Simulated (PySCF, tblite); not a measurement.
**C4H7N3O2Si: geometry, infrared bands and NMR shifts**

Wanted: the infrared bands and NMR shifts of C4H7N3O2Si (`OCc1ncnnc1O[SiH3]`), by calculation.

The runs use tblite 0.8.0 and PySCF 2.14.0, with density-fitted response routines of our own; the level of theory stands in each step. All values are computed, except where a source is named. Atoms count from 0, in the outputs and in this text.

## (1) Starting geometry

17 atoms, charge 0, multiplicity 1; geometry from: force field or distance geometry start.

Bonds of the start (Å): O0–C1 1.42, C1–C2 1.51, C2–N3 1.37, N3–C4 1.34, C4–N5 1.34, N5–N6 1.36, N6–C7 1.34, C7–O8 1.37, O8–Si9 1.65, C7–C2 1.38, O0–H10 0.99, C1–H11 1.08, C1–H12 1.11, C4–H13 1.08, Si9–H14 1.48, Si9–H15 1.48, Si9–H16 1.48.

## (2) Geometry optimisation with GFN2-xTB

The job: settings as JSON, then the geometry in Å.

```
{"job": {"kind": "relax", "xc": "GFN2-xTB", "basis": "xTB"}, "charge": 0, "multiplicity": 1}
O     -2.425300    -1.668500    -1.302200
C     -1.070300    -1.404200    -0.987300
C     -0.905100    -0.134500    -0.190100
N     -2.050800     0.576500     0.076300
C     -1.858400     1.697500     0.793200
N     -0.669100     2.160500     1.207900
N      0.456700     1.449900     0.917900
C      0.339600     0.306900     0.225100
O      1.455800    -0.435600    -0.079400
Si     3.032800    -0.131400     0.301600
H     -2.942000    -0.922000    -0.919200
H     -0.511300    -1.347600    -1.915000
H     -0.701700    -2.255700    -0.383100
H     -2.724400     2.292200     1.030600
H      3.216900    -0.095900     1.771400
H      3.476400     1.146700    -0.305500
H      3.873100    -1.222600    -0.252100
```

Started as:

```sh
> OMP_NUM_THREADS=1 python probes_run.py task.json out
```

The driver reads the jobs from task.json and runs them one after another.

**Question.** This job is followed by: GFN2-xTB harmonic vibrations, gas phase; GIAO PBE0/pcSseg-1 NMR shielding, non-relativistic, gas phase. Predict these results of the whole session: strongest single infrared mode (GFN2-xTB); zero-point energy (GFN2-xTB); 13C shifts against TMS (PBE0/pcSseg-1); 1H shifts against TMS (PBE0/pcSseg-1, means over atoms taken as alike); 17O shifts against H2O (PBE0/pcSseg-1); 15N shifts against NH3 (PBE0/pcSseg-1); 29Si shifts against TMS (PBE0/pcSseg-1).

As calculated:

| quantity | value |
| --- | --- |
| strongest single infrared mode (GFN2-xTB) | 801 cm⁻¹, 354 km/mol |
| zero-point energy (GFN2-xTB) | 69.8 kcal/mol |
| 13C shifts against TMS (PBE0/pcSseg-1) | 167.4, 158.3, 156.9, 63.3 ppm |
| 1H shifts against TMS (PBE0/pcSseg-1, means over atoms taken as alike) | 9.60, 5.23, 5.23, 3.77 ppm |
| 17O shifts against H2O (PBE0/pcSseg-1) | 115.6, -4.3 ppm |
| 15N shifts against NH3 (PBE0/pcSseg-1) | 414.5, 408.8, 317.9 ppm |
| 29Si shifts against TMS (PBE0/pcSseg-1) | -35.7 ppm |

What this shows: Relaxing lowered the energy by 0.439 eV in 51 steps; the close pair that moved most is C7–O8, from 1.375 to 1.313 Å. No mode is imaginary among the 45: a minimum at this level. The strongest single mode, at 801 cm⁻¹, has its largest shares on H16, H15 and H14 (the list is cut at 3 atoms). GFN2-xTB is a fitted tight-binding method: band positions and strengths are rough. Its intensities can rank the bands wrongly. NICS(1)zz of -25 ppm above the planar ring from C2 marks a diatropic (aromatic) ring current.
